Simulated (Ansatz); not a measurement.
**GeNH3+ (doublet): wave-function methods side by side, cc-pVDZ**

Aim: climb from Hartree-Fock through coupled cluster for GeNH3+ (doublet) at one geometry and basis, and see what each rung misses.

Computed with Ansatz 0.2.0, Gaussian basis. Level: cc-pVDZ, core rule «outside noble gas», up to 15 orbitals frozen.

The runs, in order: UHF; CCSD(T) on ROHF; CCSD(T) on UHF; BCCD(T) on ROHF; CISD; CCSDT(Q) on ROHF; CCSDT(Q) on UHF.

11 further runs of the same task are left out: 7 for a known fault of the program, 4 set aside as unsound or not needed.

## 1. The geometry

The geometry is a PBE0/def2-TZVP stationary point (not a proven minimum) of the parent state, kept for this charge and spin. No spin-orbit coupling is included. The filled d shell of Ge may be among the frozen orbitals whatever the setting's name suggests; the logs give the count.

5 atoms, charge 1, spin multiplicity 2.

Atoms are counted from 1 here; the program's logs count them from 0.

Bond lengths: Ge1–N2 1.703 Å, Ge1–H3 1.543 Å, Ge1–H4 1.529 Å, N2–H5 1.020 Å. Angles: N2–Ge1–H3 128.8°, N2–Ge1–H4 117.8°, H3–Ge1–H4 113.4°, Ge1–N2–H5 110.9°.

Coordinates:

```
Ge    0.0000    0.0136    0.2703
N     0.0000   -0.1285   -1.4273
H     0.0000    1.2926    1.1326
H     0.0000   -1.2745    1.0940
H     0.0000    0.7906   -1.8701
```

## 2. UHF

Contents of in.yaml:

```yaml
crystal:
  periodic: [false, false, false]
  atoms:
    - {symbol: Ge, position_ang: [0.000000, 0.013551, 0.270262]}
    - {symbol: N, position_ang: [0.000000, -0.128473, -1.427255]}
    - {symbol: H, position_ang: [0.000000, 1.292635, 1.132552]}
    - {symbol: H, position_ang: [0.000000, -1.274515, 1.094008]}
    - {symbol: H, position_ang: [0.000000, 0.790573, -1.870085]}
basis:
  gaussian: {orbitals: cc-pVDZ}
total_charge: 1
magnetization: {spin_polarized: true, initial_magnetization: 1}
hamiltonian: {xc: hf}
output: {orbitals: {seedname: orbitals}}
```

The run is started by

```bash
ansatz run in.yaml --threads 1 --pin off --events-out ev --progress --plain --max-ram 2816MiB --backend cpu
```

The runs that follow: CCSD(T) on ROHF; CCSD(T) on UHF; BCCD(T) on ROHF; CISD; CCSDT(Q) on ROHF; CCSDT(Q) on UHF.

**Question.** What will the summary of the whole plan be? Wanted: UCCSDT(Q) below the RHF energy; RMP2 from UCCSDT(Q); UMP2 from UCCSDT(Q); RCCSD from UCCSDT(Q); RCCSD(T) from UCCSDT(Q); UCCSD(T) from UCCSDT(Q); RCCSDT(Q) from UCCSDT(Q); T1 diagnostic.

As calculated:

| quantity | value |
| --- | --- |
| UCCSDT(Q) below the RHF energy | -6.7992 eV |
| RMP2 from UCCSDT(Q) | +102.2 kJ/mol |
| UMP2 from UCCSDT(Q) | +102.9 kJ/mol |
| RCCSD from UCCSDT(Q) | +18.3 kJ/mol |
| RCCSD(T) from UCCSDT(Q) | +3.6 kJ/mol |
| UCCSD(T) from UCCSDT(Q) | +3.6 kJ/mol |
| RCCSDT(Q) from UCCSDT(Q) | +0.2 kJ/mol |
| levels within 1 kcal/mol (43 meV) | RCCSD(T), UCCSD(T), BCCD(T), RCCSDT, UCCSDT, RCCSDT(Q) |
| T1 diagnostic | 0.017 |

In words: RCCSD(T) misses by +3.6 kJ/mol, 0.6 % of the correlation energy. These misses are within one basis, not against nature; the frozen cores of restricted and unrestricted runs differ, which can shift their rows.
